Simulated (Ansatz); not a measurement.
# SiAsH (singlet): the correlation ladder, cc-pVDZ

How much of the correlation energy of SiAsH (singlet) does each wave-function method recover here?

The runs use Ansatz 0.2.0, Gaussian basis; cc-pVDZ, core rule «outside noble gas», up to 19 orbitals frozen.

Plan: UHF; CCSD(T) on RHF; CCSD(T) on UHF; BCCD(T) on RHF; CISD; CCSDT(Q) on RHF; CCSDT(Q) on UHF; CCSDTQ on RHF; CCSDTQ on UHF; CASSCF and MRCISD+Q, 10 electrons in 9 orbitals; CASSCF and NEVPT2, 10 electrons in 9 orbitals.

6 further runs of the same task are left out: 6 set aside as unsound or not needed. Runs told in other sessions of the task aren't counted.

### Step 1. The system

The geometry is a PBE0/def2-TZVP stationary point (not a proven minimum) of the parent state, kept for this charge and spin. No spin-orbit coupling is included. The filled d shell of As may be among the frozen orbitals whatever the setting's name suggests.

3 atoms, charge 0, spin multiplicity 1.

Atoms are counted from 1 here; the program's logs count them from 0.

Bond lengths: Si1–As2 2.196 Å, Si1–H3 1.512 Å. Angles: As2–Si1–H3 116.7°.

Geometry (Å):

```xyz
3
AsHSi
Si    0.00000   -0.10436    1.57181
As    0.00000    0.02292   -0.62055
H     0.00000    1.20459    2.32945
```

### Step 2. UHF

in.yaml reads:

```yaml
crystal:
  periodic: [false, false, false]
  atoms:
    - {symbol: Si, position_ang: [0.000000, -0.104364, 1.571806]}
    - {symbol: As, position_ang: [0.000000, 0.022917, -0.620554]}
    - {symbol: H, position_ang: [0.000000, 1.204585, 2.329445]}
basis:
  gaussian: {orbitals: cc-pVDZ}
magnetization: {spin_polarized: true, initial_magnetization: 0}
hamiltonian: {xc: hf}
output: {orbitals: {seedname: orbitals}}
```

On the command line:

```bash
$ ansatz run in.yaml --threads 1 --pin off --events-out ev --progress --plain --max-ram 4096MiB --backend cpu
```

Further steps of the session: CCSD(T) on RHF; CCSD(T) on UHF; BCCD(T) on RHF; CISD; CCSDT(Q) on RHF; CCSDT(Q) on UHF; CCSDTQ on RHF; CCSDTQ on UHF; CASSCF and MRCISD+Q, 10 electrons in 9 orbitals; CASSCF and NEVPT2, 10 electrons in 9 orbitals.

Before running them: what should the planned runs give, taken together? Wanted: RCCSDTQ from the RHF energy; RMP2 from RCCSDTQ; RCCSD from RCCSDTQ; RCCSD(T) from RCCSDTQ; RCCSDT(Q) from RCCSDTQ; NEVPT2 valence from RCCSDTQ; MRCISD+Q valence from RCCSDTQ; T1 diagnostic; effectively unpaired electrons.

**Answer**, as computed:

| quantity | value |
| --- | --- |
| RCCSDTQ from the RHF energy | -6.5993 eV |
| RMP2 from RCCSDTQ | +34.90 kcal/mol |
| RCCSD from RCCSDTQ | +11.48 kcal/mol |
| RCCSD(T) from RCCSDTQ | +1.84 kcal/mol |
| RCCSDT(Q) from RCCSDTQ | -0.42 kcal/mol |
| NEVPT2 valence from RCCSDTQ | +20.27 kcal/mol |
| MRCISD+Q valence from RCCSDTQ | +0.11 kcal/mol |
| levels within 1 kcal/mol (43 meV) | RCCSDT(Q), MRCISD+Q valence |
| T1 diagnostic | 0.073 |
| effectively unpaired electrons | 0.42 |

RCCSD(T) lands +1.84 kcal/mol from the yardstick (1.2 % of the correlation energy). The occupations show static correlation (0.42 effectively unpaired electrons where one determinant has 0). Of the multireference levels listed MRCISD+Q valence comes nearest in total energy (+0.11 kcal/mol), which doesn't show that its space is the better one. These misses are within one basis, not against nature.
